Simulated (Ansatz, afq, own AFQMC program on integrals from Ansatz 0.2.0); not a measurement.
# CH3Ge (doublet): AFQMC on the coupled-cluster ladder at scale of all distances = 2.405, cc-pVDZ

Aim: compute CH3Ge (doublet) with auxiliary-field quantum Monte Carlo on the same integrals as coupled cluster, and set the energies side by side.

Method: cc-pVDZ, frozen cores; program: Ansatz 0.2.0, Gaussian basis, and an in-house AFQMC program (afq) on its integrals; all values are calculated.

Plan: PBE (unrestricted); r2SCAN (unrestricted); PBE0 (unrestricted); B3LYP (unrestricted); wB97M-V (unrestricted); B2PLYP (unrestricted); CCSD(T) on UHF; Phaseless AFQMC, CISD trial on UHF.

**1. The system**

The geometry derives from a PBE0/def2-TZVP stationary point (not a proven minimum). All distances are scaled together. No spin-orbit coupling is included. The filled d shell of Ge may be among the frozen orbitals whatever the setting's name suggests; the logs give the count.

5 atoms, charge 0, spin multiplicity 2.

Atoms are counted from 1 here; the program's logs count them from 0.

No contacts short enough for the rule that draws bonds.

Geometry (Å):

```
Ge    0.0001    0.0000    0.8524
C     0.0247    0.0000   -3.9319
H    -2.5283    0.0000   -4.6262
H     1.1129    2.1513   -4.9767
H     1.1129   -2.1513   -4.9767
```

**2. PBE (unrestricted)**

Contents of in.yaml:

```yaml
crystal:
  periodic: [false, false, false]
  atoms:
    - {symbol: Ge, position_ang: [0.000116, 0.000000, 0.852422]}
    - {symbol: C, position_ang: [0.024688, 0.000000, -3.931874]}
    - {symbol: H, position_ang: [-2.528302, -0.000021, -4.626168]}
    - {symbol: H, position_ang: [1.112873, 2.151340, -4.976709]}
    - {symbol: H, position_ang: [1.112909, -2.151321, -4.976709]}
basis:
  gaussian: {orbitals: cc-pVDZ}
magnetization: {spin_polarized: true, initial_magnetization: 1}
hamiltonian: {xc: {name: PBE}}
output: {orbitals: {seedname: orbitals}}
```

Started as:

```console
ansatz run in.yaml --threads 1 --pin off --events-out ev --progress --plain --max-ram 1843MiB
```

Standard output (excerpt; [...] marks lines left out):

```text
Functional definition: PBE
  name "PBE"
  cite "Perdew, Burke & Ernzerhof, Phys. Rev. Lett. 77, 3865 (1996) doi:10.1103/PhysRevLett.77.3865"
  parent pbe
[...]
729 factors; their error is unknown
[...]
mean field -57576.15245777 eV, -2115.8845763053 hartree, gradient 1.5e-6 eV, S^2 3.226730; 32 other end points of the search recorded, 0 dependent functions left out
reference -57576.15251753 eV, -2115.8845785012 hartree; 21, 20 occupied and 35, 36 virtual orbitals, 729 factors
Total energy: -57576.15251753 eV, -2115.8845785012 hartree
```

Run time: 50 s. Hardware: 1 thread of Intel Xeon 6975P-C (Granite Rapids), shared host; peak memory 0.34 GiB.

From the report: ⟨S²⟩ of the determinant 3.227 (pure doublet: 0.75). The determinant is far from a pure spin state, so its energy mixes those of several spin states (harmless only where they are near-degenerate, as at dissociation).

**3. r2SCAN (unrestricted)**

Edit in.yaml of step 2 so:

```diff
@@ -11,3 +11,2 @@
 magnetization: {spin_polarized: true, initial_magnetization: 1}
-hamiltonian: {xc: {name: PBE}}
-output: {orbitals: {seedname: orbitals}}
+hamiltonian: {xc: {name: r2SCAN}}
```

Same command.

Standard output (excerpt; [...] marks lines left out):

```text
Functional definition: r2SCAN
  name "r2SCAN"
  cite "Furness, Kaplan, Ning, Perdew & Sun, J. Phys. Chem. Lett. 11, 8208 (2020) doi:10.1021/acs.jpclett.0c02405"
  cite "Furness, Kaplan, Ning, Perdew & Sun, J. Phys. Chem. Lett. 11, 9248 (2020) doi:10.1021/acs.jpclett.0c03077"
  parent r2scan
[...]
729 factors; their error is unknown
[...]
mean field -57585.38725274 eV, -2116.2239487608 hartree, gradient 3.5e-6 eV, S^2 3.329519; 19 other end points of the search recorded, 0 dependent functions left out
reference -57585.38727084 eV, -2116.2239494260 hartree; 21, 20 occupied and 35, 36 virtual orbitals, 729 factors
Total energy: -57585.38727084 eV, -2116.2239494260 hartree
```

Wall time 91 s (1 thread of Intel Xeon 6975P-C (Granite Rapids), shared host); peak memory 0.34 GiB.

From the report: ⟨S²⟩ of the determinant 3.330 (pure doublet: 0.75). The determinant is far from a pure spin state, so its energy mixes those of several spin states (harmless only where they are near-degenerate, as at dissociation).

**4. PBE0 (unrestricted)**

Edit in.yaml of step 3 so:

```diff
@@ -11,2 +11,3 @@
 magnetization: {spin_polarized: true, initial_magnetization: 1}
-hamiltonian: {xc: {name: r2SCAN}}
+hamiltonian: {xc: {name: PBE0}}
+output: {orbitals: {seedname: orbitals}}
```

Same command.

Standard output (excerpt; [...] marks lines left out):

```text
Functional definition: PBE0
  name "PBE0"
  cite "Adamo & Barone, J. Chem. Phys. 110, 6158 (1999) doi:10.1063/1.478522"
  cite "Perdew, Burke & Ernzerhof, Phys. Rev. Lett. 77, 3865 (1996) doi:10.1103/PhysRevLett.77.3865"
  parent pbe
[...]
594 factors; integrals over basis functions are off by at most 5.7e-4 eV
[...]
mean field -57577.72384317 eV, -2115.9423236534 hartree, gradient 1.2e-6 eV, S^2 3.482635; 21 other end points of the search recorded, 0 dependent functions left out
reference -57577.72388768 eV, -2115.9423252894 hartree; 21, 20 occupied and 35, 36 virtual orbitals, 594 factors
Total energy: -57577.72388768 eV, -2115.9423252894 hartree
```

It took 68 s on 1 thread of Intel Xeon 6975P-C (Granite Rapids), shared host; peak memory 0.34 GiB.

From the report: ⟨S²⟩ of the determinant 3.483 (pure doublet: 0.75). The determinant is far from a pure spin state, so its energy mixes those of several spin states (harmless only where they are near-degenerate, as at dissociation).

**5. B3LYP (unrestricted)**

Edit in.yaml of step 4 so:

```diff
@@ -11,3 +11,2 @@
 magnetization: {spin_polarized: true, initial_magnetization: 1}
-hamiltonian: {xc: {name: PBE0}}
-output: {orbitals: {seedname: orbitals}}
+hamiltonian: {xc: {name: B3LYP}}
```

The command is unchanged.

Standard output (excerpt; [...] marks lines left out):

```text
Functional definition: B3LYP
  name "B3LYP"
  cite "Stephens, Devlin, Chabalowski & Frisch, J. Phys. Chem. 98, 11623 (1994) doi:10.1021/j100096a001"
  cite "Becke, Phys. Rev. A 38, 3098 (1988) doi:10.1103/PhysRevA.38.3098"
  cite "Lee, Yang & Parr, Phys. Rev. B 37, 785 (1988) doi:10.1103/PhysRevB.37.785"
  cite "Vosko, Wilk & Nusair, Can. J. Phys. 58, 1200 (1980) doi:10.1139/p80-159"
[...]
594 factors; integrals over basis functions are off by at most 5.7e-4 eV
[...]
mean field -57587.85917474 eV, -2116.3147902187 hartree, gradient 1.2e-6 eV, S^2 3.352195; 26 other end points of the search recorded, 0 dependent functions left out
reference -57587.85953243 eV, -2116.3148033636 hartree; 21, 20 occupied and 35, 36 virtual orbitals, 594 factors
Total energy: -57587.85953243 eV, -2116.3148033636 hartree
```

It took 55 s on 1 thread of Intel Xeon 6975P-C (Granite Rapids), shared host; peak memory 0.34 GiB.

From the report: ⟨S²⟩ of the determinant 3.352 (pure doublet: 0.75). The determinant is far from a pure spin state, so its energy mixes those of several spin states (harmless only where they are near-degenerate, as at dissociation).

**6. wB97M-V (unrestricted)**

Edit in.yaml of step 5 so:

```diff
@@ -11,2 +11,3 @@
 magnetization: {spin_polarized: true, initial_magnetization: 1}
-hamiltonian: {xc: {name: B3LYP}}
+hamiltonian: {xc: {name: wB97M-V}}
+output: {orbitals: {seedname: orbitals}}
```

Launched as before.

Standard output (excerpt; [...] marks lines left out):

```text
Functional definition: wB97M-V
  name "wB97M-V"
  cite "Mardirossian & Head-Gordon, J. Chem. Phys. 144, 214110 (2016) doi:10.1063/1.4952647"
  cite "Becke, J. Chem. Phys. 107, 8554 (1997) doi:10.1063/1.475007"
  cite "Vydrov & Van Voorhis, J. Chem. Phys. 133, 244103 (2010) doi:10.1063/1.3521275"
  # Of w^i u^j: cxij and so on, Table III.
[...]
  gx(w, u) = 1 - cx + cx01*u + cx10*w
  gss(w, u) = css00 + css04*u^4 + css10*w + css20*w^2 + css43*w^4*u^3
  gos(w, u) = cos00 + cos10*w + (cos20 + cos21*u)*w^2 + (cos60 + cos61*u)*w^6
[...]
      + integral(e_c_pw_mod_opposite_spin*gos(b97_w_opposite, b97_u_opposite)) + vv10(b, c)
594 factors; integrals over basis functions are off by at most 5.7e-4 eV
181 factors; integrals over basis functions are off by at most 3.3e-5 eV
[...]
mean field -57582.17383367 eV, -2116.1058577881 hartree, gradient 1.5e-6 eV, S^2 3.460356; 23 other end points of the search recorded, 0 dependent functions left out
reference -57582.17388192 eV, -2116.1058595614 hartree; 21, 20 occupied and 35, 36 virtual orbitals, 594 factors
Total energy: -57582.17388192 eV, -2116.1058595614 hartree
```

It took 4 min on 1 thread of Intel Xeon 6975P-C (Granite Rapids), shared host; peak memory 0.34 GiB.

From the report: ⟨S²⟩ of the determinant 3.460 (pure doublet: 0.75). The determinant is far from a pure spin state, so its energy mixes those of several spin states (harmless only where they are near-degenerate, as at dissociation).

**7. B2PLYP (unrestricted)**

Edit in.yaml of step 6 so:

```diff
@@ -11,3 +11,3 @@
 magnetization: {spin_polarized: true, initial_magnetization: 1}
-hamiltonian: {xc: {name: wB97M-V}}
-output: {orbitals: {seedname: orbitals}}
+hamiltonian: {xc: {name: B2PLYP}}
+correlation: {electrons: outside_noble_gas}
```

Same command.

Standard output (excerpt; [...] marks lines left out):

```text
Functional definition: B2PLYP
  name "B2PLYP"
  cite "Grimme, J. Chem. Phys. 124, 034108 (2006) doi:10.1063/1.2148954"
  cite "Becke, Phys. Rev. A 38, 3098 (1988) doi:10.1103/PhysRevA.38.3098"
  cite "Lee, Yang & Parr, Phys. Rev. B 37, 785 (1988) doi:10.1103/PhysRevB.37.785"
[...]
594 factors; integrals over basis functions are off by at most 5.7e-4 eV
[...]
mean field -57572.93684329 eV, -2115.7664046526 hartree, gradient 2.0e-10 eV, S^2 3.559682; 29 other end points of the search recorded, 0 dependent functions left out
15 core orbitals not correlated: weight in the atoms' cores, before any rotation towards them, 1.000 or more for the frozen orbitals, at most 0.000 for the correlated occupied ones
reference -57572.93706739 eV, -2115.7664128884 hartree; 6, 5 occupied and 35, 36 virtual orbitals, 594 factors
second order -3.35295153 eV of doubles, -0.00000000 eV of singles
Total energy: -57573.84236431 eV, -2115.7996819363 hartree
```

Wall time 82 s (1 thread of Intel Xeon 6975P-C (Granite Rapids), shared host); peak memory 0.34 GiB.

From the report: ⟨S²⟩ of the determinant 3.560 (pure doublet: 0.75). The determinant is far from a pure spin state, so its energy mixes those of several spin states (harmless only where they are near-degenerate, as at dissociation).

**8. CCSD(T) on UHF**

Edit in.yaml of step 7 so:

```diff
@@ -11,3 +11,2 @@
 magnetization: {spin_polarized: true, initial_magnetization: 1}
-hamiltonian: {xc: {name: B2PLYP}}
-correlation: {electrons: outside_noble_gas}
+correlation: {method: ccsd_t, electrons: outside_noble_gas, hamiltonian_folder: ham}
```

Same command.

Standard output (excerpt; [...] marks lines left out):

```text
Functional definition: HF
  name "HF"
  cite "Fock, Z. Phys. 61, 126 (1930) doi:10.1007/BF01340294"
  parent pbe
[...]
594 factors; integrals over basis functions are off by at most 5.7e-4 eV
[...]
mean field -57537.86050577 eV, -2114.4773730245 hartree, gradient 8.1e-9 eV, S^2 3.690392; 43 other end points of the search recorded, 0 dependent functions left out
determinant -57537.86050577 eV, -2114.4773730245 hartree, with singles and doubles -57541.47064475 eV, -2114.6100431849 hartree
determinant -57537.85883428 eV, -2114.4773115985 hartree, with singles and doubles -57541.46737455 eV, -2114.6099230071 hartree
determinant -57537.85752585 eV, -2114.4772635145 hartree, with singles and doubles -57541.48743041 eV, -2114.6106600465 hartree
determinant -57537.85295314 eV, -2114.4770954706 hartree, with singles and doubles -57541.46645422 eV, -2114.6098891858 hartree
[...]
determinant -57537.50859855 eV, -2114.4644406728 hartree, with singles and doubles -57541.06847862 eV, -2114.5952638521 hartree
determinant -57537.47371581 eV, -2114.4631587558 hartree, with singles and doubles -57541.19925310 eV, -2114.6000697258 hartree
determinant -57537.47029219 eV, -2114.4630329399 hartree, with singles and doubles -57541.19601729 eV, -2114.5999508119 hartree
determinant -57537.25259584 eV, -2114.4550327467 hartree, with singles and doubles -57541.14677817 eV, -2114.5981413076 hartree
15 core orbitals not correlated: weight in the atoms' cores, before any rotation towards them, 1.000 or more for the frozen orbitals, at most 0.000 for the correlated occupied ones
reference -57537.85752585 eV, -2114.4772635145 hartree; 6, 5 occupied and 35, 36 virtual orbitals, 594 factors
second order -2.58136438 eV of doubles, -0.00000000 eV of singles
cycle   1  -3.68095821 eV  change    1.4e-6 eV  update   6.5e-6
perturbative correction -0.07511800 eV, -0.0027605356 hartree
Total energy: -57541.61360206 eV, -2114.6152967691 hartree
```

Wall time 2.3 min (1 thread of Intel Xeon 6975P-C (Granite Rapids), shared host); peak memory 0.34 GiB.

From the report: ⟨S²⟩ of the determinant 3.661 (pure doublet: 0.75); correlation -3.7561 eV; T1 0.021; largest double amplitude 0.10. The determinant is far from a pure spin state, so its energy mixes those of several spin states (harmless only where they are near-degenerate, as at dissociation).

This run also writes the integrals to the folder ham.

**9. Phaseless AFQMC, CISD trial on UHF**

It reads the integrals that the CCSD(T) run on this determinant wrote.

Started as:

```console
afq ham --method phaseless --trial cisd --walkers 60 --populations 1 --least-time 40 --time-step 0.005 --steps-per-block 50 --equilibration-blocks 40 --max-blocks 300 --target-error 0.0008 --factor-cut 1e-05 --start spin_pure --seed 6893 --release-times 0.24,0.51,0.99,1.62,2.4 --release-step 0.03 --release-every 4 --taylor-order 6
```

Standard output:

```text
orbitals 41  electrons 6 5  factors 226 of 594
reference energy -2114.47726351 Eh
CCSD correlation -0.13527225 Eh in 41 cycles, weight of the determinant in the CISD state 0.8659
energy of the start -2114.587462 Eh
 block  time / (1/Eh)  mean weight  energy / Eh
     1     0.250  0.9995  -2114.597311
     2     0.500  0.9989  -2114.603480
     3     0.750  1.0003  -2114.607504
     4     1.000  1.0007  -2114.611562
     5     1.250  1.0003  -2114.613893
     6     1.500  1.0011  -2114.617461
     7     1.750  0.9994  -2114.616762
     8     2.000  1.0000  -2114.620784
     9     2.250  1.0009  -2114.621692
    10     2.500  1.0007  -2114.617942
    11     2.750  1.0005  -2114.617502
    16     4.000  0.9991  -2114.626244
    21     5.250  0.9991  -2114.624905
    26     6.500  1.0001  -2114.618899
    31     7.750  0.9999  -2114.623589
    36     9.000  0.9985  -2114.622887
    41    10.250  0.9998  -2114.634964
    46    11.500  0.9995  -2114.620996
    51    12.750  0.9997  -2114.622734
    56    14.000  0.9992  -2114.619588
    61    15.250  0.9989  -2114.621827
    66    16.500  1.0003  -2114.612343
    71    17.750  1.0000  -2114.622902
    76    19.000  1.0015  -2114.615052
    81    20.250  1.0012  -2114.619457
    86    21.500  1.0013  -2114.622192
    91    22.750  1.0000  -2114.622377
    96    24.000  1.0004  -2114.608131
   101    25.250  1.0000  -2114.622093
   106    26.500  0.9983  -2114.616536
   111    27.750  1.0008  -2114.618469
   116    29.000  1.0015  -2114.615189
   121    30.250  1.0039  -2114.623636
   126    31.500  1.0008  -2114.629448
   131    32.750  0.9993  -2114.634528
   136    34.000  1.0022  -2114.627189
   141    35.250  0.9998  -2114.617122
   146    36.500  0.9991  -2114.616015
   151    37.750  1.0007  -2114.616023
   156    39.000  1.0006  -2114.615149
   161    40.250  1.0009  -2114.623173
   166    41.500  1.0033  -2114.621125
   171    42.750  0.9970  -2114.624298
   176    44.000  1.0003  -2114.620713
   181    45.250  1.0000  -2114.621346
   186    46.500  1.0000  -2114.628315
   191    47.750  0.9999  -2114.626596
   196    49.000  1.0046  -2114.618438
   201    50.250  1.0016  -2114.623170
   206    51.500  1.0014  -2114.619832
blocks merged  error / Eh  count
     1  0.000410  170
     2  0.000525  85
     4  0.000630  42
     8  0.000744  21
    16  0.000754  10
released: time / (1/Eh)  energy / Eh  error  mean overlap
  0.24  -2114.621313  0.000586  1.0015
  0.51  -2114.622474  0.000610  0.9924
  0.99  -2114.622303  0.000859  1.0017
  1.62  -2114.623262  0.000920  1.0086
  2.40  -2114.622208  0.001296  1.0516
energy -2114.620978 +/- 0.000744 Eh
```

Run time: 3.6 min. Hardware: 1 thread of Intel Xeon 6975P-C (Granite Rapids), shared host; peak memory 0.34 GiB.

Energy -57541.7682 ± 0.0202 eV. Caveats: constraint bias not in the error.

**10. AFQMC on the ladder**

On the UHF determinant, counted from CCSD(T) (a yardstick, not exact):

```
                                              level  energy (eV)  from CCSD(T) (meV)  statistical error (meV)     time
                                                 HF  -57537.8575             +3756.1                                  
                                                MP2  -57540.4389             +1174.7                                  
                                               CCSD  -57541.5385               +75.1                                  
                                            CCSD(T)  -57541.6136                 0.0                                  
Phaseless AFQMC, CISD trial, step 0.005, 60 walkers  -57541.7682              -154.6                     20.2  3.6 min
```

The functionals' totals stand on their own zeros and serve differences with other points: PBE -57576.153 eV; r2SCAN -57585.387 eV; PBE0 -57577.724 eV; B3LYP -57587.860 eV; wB97M-V -57582.174 eV; B2PLYP -57573.842 eV.

**11. Summary of results**

| quantity | value |
| --- | --- |
| Phaseless AFQMC, CISD trial on UHF from CCSD(T) | -154.6 ± 20.2 meV |

In words: On UHF the phaseless walk with the CISD trial lies -154.6 meV from CCSD(T), 8 times its error bar. Error bars are statistical and leave out the constraint, the time step and what remains of the start.
